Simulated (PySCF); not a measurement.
# NiS: from the state search to spectroscopic constants

An exercise on one series of results from a longer session: the logs are not shown, and one member is left open.

The runs use PySCF 2.14.0; Ni x2c-TZVPPall, S x2c-TZVPPall, spin-free X2C with a Gaussian nucleus.

The first run:

A driver script around PySCF takes these settings:

```yaml
atoms: Ni, S
charge: 0
basis: Ni x2c-TZVPPall, S x2c-TZVPPall
Hamiltonian: spin-free X2C with a Gaussian nucleus
basis_functions: 106
electrons_treated: 44
masses_in_u: 57.9353, 31.9721
levels: PBE0, PBE, r²SCAN, TPSSh, B3LYP, BLYP, PW91, LC-ωPBE, HF, MP2, SCS-MP2, CCSD, CCSD(T)
grid: 80 radial by 434 angular points
occupations: held fixed by the projection of orbital angular momentum
dissociation_limit: Ni + S, each in its ground configuration
starting_distance_in_angstrom: 2.040
values_of_2S_to_try: 0, 2, 4, 6
```

The run is started by

```sh
> OMP_NUM_THREADS=2 python dia.py task.json out
```

Steps of the session up to this table: Input; PBE0 along the bond; Higher solutions at PBE0; PBE; r²SCAN (meta-GGA); TPSSh (hybrid meta-GGA); B3LYP; BLYP (GGA); PW91 (GGA); LC-ωPBE (range-separated hybrid); ROHF (mean field); Adding correlation.

One table of the session follows, with a row left open; its other results are not shown here.

Energy (eV) from each level's lowest point:

| R (Å) | ROHF | ROHF-MP2 | ROHF-SCS-MP2 | ROHF-CCSD | ROHF-CCSD(T) |
| --- | --- | --- | --- | --- | --- |
| 1.676 | 2.512 | 0.799 | 1.096 | n/a | n/a |
| 1.754 | 1.445 | 0.340 | 0.525 | 0.575 | 0.820 |
| 1.832 | ? | ? | ? | ? | ? |
| 1.891 | 0.390 | 0.007 | 0.052 | 0.036 | 0.149 |
| 1.949 | 0.167 | 0.000 | 0.000 | 0.000 | 0.038 |
| 2.007 | 0.044 | 0.053 | 0.014 | 0.045 | 0.000 |
| 2.085 | 0.000 | 0.193 | 0.110 | 0.199 | 0.037 |
| 2.183 | 0.078 | 0.451 | 0.321 | 0.501 | 0.198 |
| 2.300 | 0.287 | 0.834 | 0.652 | 0.961 | 0.553 |
| 2.456 | 0.644 | 1.398 | 1.154 | n/a | n/a |

Estimate the missing values for R (Å) = 1.832.

Worked estimate for «ROHF». A straight line through the neighbours (1.754, 1.445) and (1.891, 0.390) gives 1.445 + (0.390 − 1.445) × (1.832 − 1.754) / (1.891 − 1.754) = 0.844; a parabola fitted to 4 rows on both sides gives 0.726.

**Answer.** ROHF: 0.736; ROHF-MP2: 0.088; ROHF-SCS-MP2: 0.186; ROHF-CCSD: 0.176; ROHF-CCSD(T): 0.353. In «ROHF» the line misses by +0.108 and the parabola by -0.010.
